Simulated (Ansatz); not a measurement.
# CuAu: the cost of one run

Method: DFT LDA, scalar-relativistic, plane waves, PAW, in Ansatz 0.2.0.

**1. The system as given**

Symmetry: P4/mmm, No. 123, tetragonal system. The conventional cell has a = 2.811 Å, b = 2.811 Å, c = 3.685 Å, α = 90.00°, β = 90.00°, γ = 90.00°. Around Cu (site symmetry 4/mmm) lie 8 Au at 2.71 Å and 4 Cu at 2.81 Å. Around Au (site symmetry 4/mmm) lie 8 Cu at 2.71 Å and 4 Au at 2.81 Å.

As a file:

```cif
data_structure
_symmetry_space_group_name_H-M 'P4/mmm'
_symmetry_Int_Tables_number 123
_cell_length_a 2.8107
_cell_length_b 2.8107
_cell_length_c 3.6850
_cell_angle_alpha 90.000
_cell_angle_beta 90.000
_cell_angle_gamma 90.000
_cell_volume 29.11
loop_
_atom_site_label
_atom_site_type_symbol
_atom_site_symmetry_multiplicity
_atom_site_Wyckoff_symbol
_atom_site_fract_x
_atom_site_fract_y
_atom_site_fract_z
_atom_site_occupancy
Cu1 Cu 1 d 0.50000 0.50000 0.50000 1
Au1 Au 1 a 0.00000 0.00000 0.00000 1
```

Source of the structure: the Crystallography Open Database.

(A quick probe on a coarse mesh, which set the mesh and smearing, is not shown.)

**3. Coarse relaxation**

Input file input.yaml:

```yaml
crystal:
  lattice:
    - [2.8107494552, 0.0, 0.0]
    - [0.0, 2.8107494552, 0.0]
    - [0.0, 0.0, 3.685]
  atoms:
    - { symbol: Cu, position: [0.5, 0.5, 0.5] }
    - { symbol: Au, position: [0.0, 0.0, 0.0] }
basis:
  ecutwfc: 420
kpoints:
  mp_grid: { grid: [8, 8, 6] }
hamiltonian:
  xc: lda
scf:
  occupations: { method: gaussian, width: 0.1 }
output:
  forces: true
  stress: true
  eigenvalues: true
relax:
  adjacent_minimum: "off"
  f_tol: 0.05
  max_steps: 80
  cell: { stress_tol: 0.5 }
```

On the command line:

```
$ ansatz run input.yaml --threads 1 --pin off --max-ram 2560MiB --backend cpu --events-out ev --progress --plain --runs-dir out
```

What time and memory should one allow on 1 thread of Intel Xeon Platinum 8488C (Sapphire Rapids), shared host?

About 18 s, with a peak of 0.4 GiB.
